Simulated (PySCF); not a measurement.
# CoOH₂: sextet, from a PBE0 minimum start

The task is one start of a wider search on CoOH₂: the sextet, from a PBE0 minimum start. It is relaxed, tested by its Hessian and followed downhill if it is a saddle.

Computed with PySCF 2.14.0. Level: PBE0, basis Co def2-TZVP, O def2-TZVP, H def2-TZVP, no relativity, density fitting.

**1. The starting structure**

4 atoms, charge 0, spin multiplicity 6.

Bond lengths: Co1–O2 1.720 Å, Co1–H3 1.600 Å, Co1–H4 1.600 Å. Angles: O2–Co1–H3 104.4°, O2–Co1–H4 104.4°, H3–Co1–H4 130.3°.

```xyz
4
charge 0 multiplicity 6
Co    0.0000   -0.3474    0.0000
O     0.0702    1.3713    0.0000
H    -0.5574   -0.7240   -1.4515
H    -0.5574   -0.7240    1.4515
```

**2. First SCF at the start**

The steps below are one call of a driver around PySCF. For each, scf.py gives the equivalent set-up of the SCF; relaxations use the driver's own optimiser. After this first run the driver tries any further starts and a stability analysis.

scf.py reads:

```python
from pyscf import gto, scf, dft
mol = gto.M(atom='''
Co    -0.000000    -0.347420    -0.000000
O      0.070240     1.371300     0.000000
H     -0.557420    -0.724030    -1.451520
H     -0.557420    -0.724030     1.451520''',
    basis={'Co': 'def2-TZVP', 'O': 'def2-TZVP', 'H': 'def2-TZVP'},
    charge=0, spin=5)
mf = dft.UKS(mol, xc='PBE0')
mf.grids.atom_grid = (50, 194)
aux = {'Co': 'def2-universal-JKFIT', 'O': 'def2-universal-JKFIT', 'H': 'def2-universal-JKFIT'}
mf = mf.density_fit(auxbasis=aux)
mf.conv_tol = 1e-08
mf.diis_space = 10
mf.max_cycle = 60
mf.init_guess = 'minao'
mf.verbose = 4
mf.kernel()
```

Run with:

```console
OMP_NUM_THREADS=2 python axn.py task.json out
```

The log of the run:

```text
init E= -1457.68272144118
[... the frontier-level lines of each cycle are left out ...]
cycle= 1 E= -1442.31478523759  delta_E= 15.4  |g|= 5.64  |ddm|= 10.4
cycle= 2 E= -1411.26552237295  delta_E=   31  |g|= 11.7  |ddm|= 13.4
cycle= 3 E= -1446.34359262066  delta_E= -35.1  |g|= 7.35  |ddm|= 7.01
cycle= 4 E= -1448.04529847805  delta_E= -1.7  |g|= 6.42  |ddm|= 1.37
cycle= 5 E= -1451.20207471033  delta_E= -3.16  |g|= 5.67  |ddm|= 1.35
cycle= 6 E= -1454.02709622215  delta_E= -2.83  |g|= 4.32  |ddm|= 0.902
cycle= 7 E= -1458.1150076475  delta_E= -4.09  |g|= 1.26  |ddm|=  1.4
cycle= 8 E= -1458.09907122227  delta_E= 0.0159  |g|= 1.22  |ddm|= 1.21
cycle= 9 E= -1458.70800316818  delta_E= -0.609  |g|= 0.241  |ddm|= 0.608
cycle= 10 E= -1458.73410228555  delta_E= -0.0261  |g|= 0.127  |ddm|= 0.173
cycle= 11 E= -1458.74437560608  delta_E= -0.0103  |g|= 0.068  |ddm|= 0.114
cycle= 12 E= -1458.74625835774  delta_E= -0.00188  |g|= 0.0503  |ddm|= 0.0394
cycle= 13 E= -1458.74926057108  delta_E= -0.003  |g|= 0.0233  |ddm|= 0.0875
cycle= 14 E= -1458.75095311368  delta_E= -0.00169  |g|= 0.0107  |ddm|= 0.0755
cycle= 15 E= -1458.7515841942  delta_E= -0.000631  |g|= 0.00854  |ddm|= 0.0351
cycle= 16 E= -1458.75253333211  delta_E= -0.000949  |g|= 0.00932  |ddm|= 0.0931
cycle= 17 E= -1458.7525960795  delta_E= -6.27e-05  |g|= 0.00257  |ddm|= 0.00908
cycle= 18 E= -1458.75263208564  delta_E= -3.6e-05  |g|= 0.00201  |ddm|= 0.0105
cycle= 19 E= -1458.75266043709  delta_E= -2.84e-05  |g|= 0.00104  |ddm|= 0.0132
cycle= 20 E= -1458.75266906899  delta_E= -8.63e-06  |g|= 0.00128  |ddm|= 0.00839
cycle= 21 E= -1458.75268372049  delta_E= -1.47e-05  |g|= 0.00123  |ddm|= 0.0118
cycle= 22 E= -1458.75268798028  delta_E= -4.26e-06  |g|= 0.000376  |ddm|= 0.00517
cycle= 23 E= -1458.75269003983  delta_E= -2.06e-06  |g|= 0.00045  |ddm|= 0.00419
cycle= 24 E= -1458.75269073491  delta_E= -6.95e-07  |g|= 0.000152  |ddm|= 0.00223
cycle= 25 E= -1458.75269110513  delta_E= -3.7e-07  |g|= 7.29e-05  |ddm|= 0.00244
cycle= 26 E= -1458.75269114325  delta_E= -3.81e-08  |g|= 3.33e-05  |ddm|= 0.00063
cycle= 27 E= -1458.75269114722  delta_E= -3.97e-09  |g|= 1.08e-05  |ddm|= 0.000183
Extra cycle  E= -1458.75269114721  delta_E= 1.52e-11  |g|= 3.61e-05  |ddm|= 2.41e-05
converged SCF energy = -1458.75269114721  <S^2> = 8.7722198  2S+1 = 6.007402
```

This step, with its further starts and checks, ran for 16 s (2 threads of Arm Neoverse V2, shared host).

The starts that the driver tried:

| start | energy (Eh) |
| --- | --- |
| the minimal-basis guess | -1458.752691 |
| a thermally smeared density | -1458.752691 |
| a smeared PBE density | -1458.752691 |

No lower solution of this spin turned up from the other starts or in the test of internal stability.

**3. Relaxing the sextet from the PBE0 minimum start**

The program finds Cs symmetry in the start, which this walk keeps. The walk stops when the largest gradient is under 0.0003 Eh/bohr and the energy has settled too.

scf.py, as its differences from that of step 2:

```diff
@@ -3,4 +3,4 @@
-Co    -0.000000    -0.347420    -0.000000
-O      0.070240     1.371300     0.000000
-H     -0.557420    -0.724030    -1.451520
-H     -0.557420    -0.724030     1.451520''',
+Co     0.000001    -0.347418     0.000000
+O      0.070241     1.371302     0.000000
+H     -0.557419    -0.724028    -1.451520
+H     -0.557419    -0.724028     1.451520''',
@@ -16 +15,0 @@
-mf.init_guess = 'minao'
```

The optimiser's trace:

| step | energy (Eh) | change (kJ/mol) | largest symmetric gradient (Eh/bohr) |
| --- | --- | --- | --- |
| 0 | -1458.752691 | 0.00 | 0.00016 |

The walk took 1.3 s.

Geometry (Å) and forces (eV/Å) at some steps:

```
step 0
Co   0.000  -0.347   0.000   0.003  -0.008   0.000
O    0.070   1.371   0.000  -0.004   0.004   0.000
H   -0.557  -0.724  -1.452   0.000   0.002   0.002
H   -0.557  -0.724   1.452   0.000   0.002  -0.002
```

It settles in Cs symmetry, 0.0 kJ/mol below the start, after 0 steps: Co–H 1.600 Å (×2), Co–O 1.720 Å; H–Co–H 130.3°, H–Co–O 104.4° (×2).

**4. Is it a minimum? Harmonic modes**

On the finer grid the gradient is checked again; gradients at displacements of ±0.02 bohr then give force constants and infrared intensities.

scf.py, as its differences from that of step 3:

```diff
@@ -3,4 +3,4 @@
-Co     0.000001    -0.347418     0.000000
-O      0.070241     1.371302     0.000000
-H     -0.557419    -0.724028    -1.451520
-H     -0.557419    -0.724028     1.451520''',
+Co    -0.000202    -0.347456     0.000000
+O      0.070268     1.371303     0.000000
+H     -0.557331    -0.724010    -1.451572
+H     -0.557331    -0.724010     1.451572''',
@@ -10 +10 @@
-mf.grids.atom_grid = (50, 194)
+mf.grids.atom_grid = (75, 302)
@@ -13 +13 @@
-mf.conv_tol = 1e-08
+mf.conv_tol = 1e-10
```

This SCF starts from the last density.

SCF at the final geometry:

```text
init E= -1458.75258850569
[... the frontier-level lines of each cycle are left out ...]
cycle= 1 E= -1458.7525885055  delta_E= 1.92e-10  |g|= 2.96e-05  |ddm|= 1.16e-05
cycle= 2 E= -1458.7525885008  delta_E= 4.69e-09  |g|= 0.000142  |ddm|= 5.46e-05
cycle= 3 E= -1458.75258850571  delta_E= -4.9e-09  |g|= 5.91e-07  |ddm|= 4.51e-05
cycle= 4 E= -1458.75258850571  delta_E= -6.37e-12  |g|= 6.58e-07  |ddm|= 1.85e-06
Extra cycle  E= -1458.75258850571  delta_E= -2.73e-12  |g|= 1.91e-06  |ddm|= 1.56e-06
converged SCF energy = -1458.75258850571  <S^2> = 8.7722127  2S+1 = 6.0073997
```

The whole step took 58 s.

Geometry: Cs; Co–H 1.600 Å (×2), Co–O 1.720 Å; H–Co–H 130.3°, H–Co–O 104.4° (×2).

Modes, for the most abundant isotopes:

```csv
symmetry,ω (cm⁻¹),IR (km/mol)
a'',399,6.5
a',415,68.5
a',557,27.5
a',625,33.7
a'',1654,0.3
a',1690,11.3
```

All wavenumbers are real: a minimum.

Constants and moments:

```
Dipole moment                                                   : 2.46 D
Highest occupied level                                          : -7.71 eV
Lowest empty level                                              : -4.31 eV
Rotational constants                                            : 3.509, 0.4328, 0.3953 cm⁻¹
Zero-point energy                                               : 31.9 kJ/mol
Principal polarisabilities                                      : 23.3, 48.0, 51.8 bohr³
Atomisation energy without zero-point energy                    : 643 kJ/mol
Principal traceless quadrupole moments about the centre of mass : -2.98, -2.27, 5.25 D Å
Entropy at 298.15 K and 1 bar (electronic part: spin only)      : 275.6 J/(mol K)
Heat capacity Cp at 298.15 K                                    : 54.6 J/(mol K)
Enthalpy at 298.15 K above 0 K                                  : 12.39 kJ/mol
Rotational symmetry number                                      : 1
Spin squared ⟨S²⟩                                               : 8.772
```

Populations by atom (charges in e):

```csv
atom,Mulliken,Löwdin,polar tensor,spin (Mulliken),Mayer order to Co1
Co1,0.53,0.32,0.40,3.00,–
O2,-0.33,-0.16,-0.17,1.37,1.33
"H3,4",-0.10,-0.08,-0.12,0.32,0.85
```

Outer orbital energies (eV). α occupied: -13.51, -13.19, -13.12, -11.15, -10.51, -10.37, -8.24, -7.71; empty: -0.90, 2.05, 2.50, 3.70. β occupied: -67.37, -67.36, -24.38, -10.35, -10.21, -9.84, -9.40, -8.76; empty: -4.31, -4.27, -3.64, -3.01.

Mulliken populations on Co1: s 6.70, p 12.54, d 7.22, f 0.00.

**5. Outcome**

```
                                          quantity                                                               value
                                           minimum                                                          sextet, Cs
                                          geometry  Co–H 1.600 Å (×2), Co–O 1.720 Å; H–Co–H 130.3°, H–Co–O 104.4° (×2)
                                wavenumbers (cm⁻¹)      399 (a''), 415 (a'), 557 (a'), 625 (a'), 1654 (a''), 1690 (a')
                                     dipole moment                                                              2.46 D
highest occupied, lowest empty level (either spin)                                                     -7.71, -4.31 eV
                        polar-tensor charge of Co1                                                             +0.40 e
                                 zero-point energy                                                         31.9 kJ/mol
                               entropy at 298.15 K                                                     275.6 J/(mol K)
         atomisation energy (no zero-point energy)                                                          643 kJ/mol
                                              ⟨S²⟩                                                               8.772
```

The PBE0 minimum start keeps its Cs symmetry and ends in a minimum. The strongest infrared band lies at 415 cm⁻¹ (a', bend). Most of the spin sits on Co1 (Mulliken spin 3.00, against 5 for the whole molecule). Only this shape and spin were tried, so other structures or states may lie lower. One determinant may miss the lowest occupation of an open d or f shell.

The search up to here took 75 s.
